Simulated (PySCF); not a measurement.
# C8H8: the cost of one run

Method: levels as typed in each script, gas phase, geometry from GFN2-xTB; program: PySCF 2.14.0.

## (1) The starting structure

SMILES `C=C1C=CC=CC=C1`, 16 atoms, charge 0, spin multiplicity 1.

Bond lengths: C1–C2 1.346 Å, C1–H9 1.076 Å, C1–H10 1.076 Å, C2–C3 1.454 Å, C2–C8 1.453 Å, C3–C4 1.344 Å, C3–H11 1.084 Å, C4–C5 1.436 Å, C4–H12 1.084 Å, C5–C6 1.347 Å, C5–H13 1.083 Å, C6–C7 1.436 Å, C6–H14 1.083 Å, C7–C8 1.344 Å, C7–H15 1.084 Å, C8–H16 1.084 Å. Angles: C2–C1–H9 121.9°, C2–C1–H10 121.8°, H9–C1–H10 116.3°, C1–C2–C3 118.6°, C1–C2–C8 118.7°, C3–C2–C8 122.7°, C2–C3–C4 130.9°, C2–C3–H11 112.7°, C4–C3–H11 116.3°, C3–C4–C5 129.6°, C3–C4–H12 116.5°, C5–C4–H12 113.9°, C4–C5–C6 128.2°, C4–C5–H13 114.5°, C6–C5–H13 117.3°, C5–C6–C7 128.2°, C5–C6–H14 117.3°, C7–C6–H14 114.5° and more.

As a file:

| atom | x (Å) | y (Å) | z (Å) |
| --- | --- | --- | --- |
| C1 | 2.61464 | -0.00017 | 0.00000 |
| C2 | 1.26888 | 0.00030 | 0.00000 |
| C3 | 0.57175 | -1.27522 | 0.00000 |
| C4 | -0.74140 | -1.56065 | 0.00000 |
| C5 | -1.87040 | -0.67341 | 0.00000 |
| C6 | -1.87041 | 0.67335 | 0.00000 |
| C7 | -0.74142 | 1.56061 | 0.00000 |
| C8 | 0.57173 | 1.27520 | 0.00000 |
| H9 | 3.18226 | -0.91410 | 0.00000 |
| H10 | 3.18225 | 0.91411 | 0.00000 |
| H11 | 1.24823 | -2.12282 | 0.00000 |
| H12 | -1.00758 | -2.61138 | 0.00000 |
| H13 | -2.83296 | -1.17025 | 0.00000 |
| H14 | -2.83298 | 1.17018 | 0.00000 |
| H15 | -1.00761 | 2.61134 | 0.00000 |
| H16 | 1.24820 | 2.12281 | 0.00000 |

## (2) Excited states (wB97X/def2-svp)

Input file input.py:

```python
import numpy as np
from pyscf import gto, scf, dft, tdscf
from pyscf.scf import atom_ks, atom_hf
from scipy.linalg import block_diag

def solve(mol, dm0=None, hcore=None):
    mf = (dft.UKS if mol.spin else dft.RKS)(mol, xc='wb97x')
    mf.grids.level = 3
    mf = mf.density_fit(auxbasis='def2-universal-jkfit')
    mf.conv_tol, mf.max_cycle = 1e-8, 80
    if hcore is not None:
        mf.get_hcore = lambda *args: hcore
    mf.kernel(dm0)
    if not mf.converged:
        mf = mf.newton().run(mf.mo_coeff, mf.mo_occ, max_cycle=30)
    assert mf.converged, 'SCF not converged'
    return mf

mol = gto.M(atom='''
C      2.61464    -0.00017     0.00000
C      1.26888     0.00030     0.00000
C      0.57175    -1.27522     0.00000
C     -0.74140    -1.56065     0.00000
C     -1.87040    -0.67341     0.00000
C     -1.87041     0.67335     0.00000
C     -0.74142     1.56061     0.00000
C      0.57173     1.27520     0.00000
H      3.18226    -0.91410     0.00000
H      3.18225     0.91411     0.00000
H      1.24823    -2.12282     0.00000
H     -1.00758    -2.61138     0.00000
H     -2.83296    -1.17025     0.00000
H     -2.83298     1.17018     0.00000
H     -1.00761     2.61134     0.00000
H      1.24820     2.12281     0.00000
''', basis='def2-svp', charge=0, spin=0, verbose=4)
mf = solve(mol)
td = mf.TDA()
td.nstates, td.singlet, td.conv_tol = 5, False, 1e-5
td.kernel()
td.analyze()
x, y = np.array([p[0] for p in td.xy]), np.array([p[1] + 0 * p[0] for p in td.xy])
f, mu = np.zeros(len(td.e)), np.zeros((len(td.e), 3))
nto = [td.get_nto(state=i + 1, verbose=4) for i in range(len(td.e))]
# spherically averaged free atoms, for the promolecule
atm = atom_ks.get_atm_nrks(mol, xc='wb97x')
pro = block_diag(*[(atm[a[0]][2] * atm[a[0]][3]) @ atm[a[0]][2].T for a in mol._atom])
np.savez('result.npz', e=td.e, f=f, ok=td.converged, w=[n[0] for n in nto], nto=[n[1] for n in nto], x=x, y=y, c=mf.mo_coeff, occ=mf.mo_occ, eps=mf.mo_energy, pro=pro, mu=mu)
```

Command:

```console
$ OMP_NUM_THREADS=1 python input.py
```

Q: Estimate wall time and peak memory on 1 thread of Arm Neoverse V2, shared host.

About 8.8 min, with a peak of 0.86 GiB.
